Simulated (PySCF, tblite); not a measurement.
**C7H8FO radical: geometry, infrared bands and EPR parameters**

Aim: predict the infrared bands and EPR parameters of C7H8FO radical (`C=CC(=[C]OCF)C=C`).

The runs use tblite 0.8.0 and PySCF 2.14.0, with density-fitted response routines of our own; the level of theory stands in each step. All values are computed, except where a source is named. Atoms count from 0, in the outputs and in this text.

### Step 1. The molecule as given

17 atoms, charge 0, multiplicity 2; geometry from: force field or distance geometry start.

Bonds of the start (Å): C0–C1 1.34, C1–C2 1.44, C2–C3 1.31, C3–O4 1.33, O4–C5 1.42, C5–F6 1.36, C2–C7 1.46, C7–C8 1.34, C0–H9 1.10, C0–H10 1.08, C1–H11 1.09, C5–H12 1.09, C5–H13 1.10, C7–H14 1.09, C8–H15 1.08, C8–H16 1.09.

### Step 2. Optimising the geometry with GFN2-xTB

Job settings and geometry (Å):

```
{"job": {"kind": "relax", "xc": "GFN2-xTB", "basis": "xTB"}, "charge": 0, "multiplicity": 2}
C     -0.008200    -3.003700     0.587100
C      0.515500    -1.770600     0.644300
C     -0.144400    -0.550900     0.252800
C      0.194700     0.548700     0.876800
O      0.555300     1.646600     1.541000
C      1.300500     2.493800     0.673900
F      1.647600     3.595700     1.399100
C     -1.024200    -0.446400    -0.911400
C     -1.756900     0.607400    -1.282600
H     -1.027200    -3.175900     0.224800
H      0.542600    -3.868200     0.922900
H      1.520900    -1.670700     1.064200
H      0.703200     2.829500    -0.168500
H      2.233600     2.009200     0.340500
H     -1.093600    -1.338300    -1.529900
H     -2.389200     0.566600    -2.158500
H     -1.776900     1.539200    -0.713300
```

Started as:

```sh
$ OMP_NUM_THREADS=1 python probes_run.py task.json out
```

This one command runs all jobs of the session in turn.

**Question.** This job is followed by: GFN2-xTB harmonic vibrations, gas phase; UKS B3LYP, pcH-1 on C F H O, non-relativistic, mean-field spin-orbit, GIAO. What will the session give for the following? strongest single infrared mode (GFN2-xTB); zero-point energy (GFN2-xTB); g(iso) (B3LYP); ⟨S²⟩; largest a(iso) (averaged by class); potential on the surface of density 0.002 e/bohr³, 1st and 99th percentile.

**Answer**, as computed:

| quantity | value |
| --- | --- |
| strongest single infrared mode (GFN2-xTB) | 1156 cm⁻¹, 281 km/mol |
| zero-point energy (GFN2-xTB) | 79.4 kcal/mol |
| g(iso) (B3LYP) | 2.00251 |
| ⟨S²⟩ | 0.756 (exact 0.75) |
| largest a(iso) (averaged by class) | 13C on C3, 391.6 MHz |
| potential on the surface of density 0.002 e/bohr³, 1st and 99th percentile | -0.85 V and 1.32 V |

**Reading.** The optimisation took 111 steps and gained 0.708 eV; among the close pairs (by a distance rule), O4–C5 changed most, from 1.423 to 1.384 Å. All 45 modes are real, so the xTB geometry is a minimum. The strongest single mode, at 1156 cm⁻¹, has its largest shares on O4, C3, C2 and H12 (the list is cut at 4 atoms). Unscaled tight-binding wavenumbers are off by several per cent, some by more. Its intensities can rank the bands wrongly. Most of the unpaired spin sits on C3 (0.88 e). The isotropic g lies 0.2 ppt above the free-electron value. These values are for one conformer; the search (at its own cheap level) found 2 more, at 0.33, 0.86 kcal/mol, and measured spectra average over such forms.
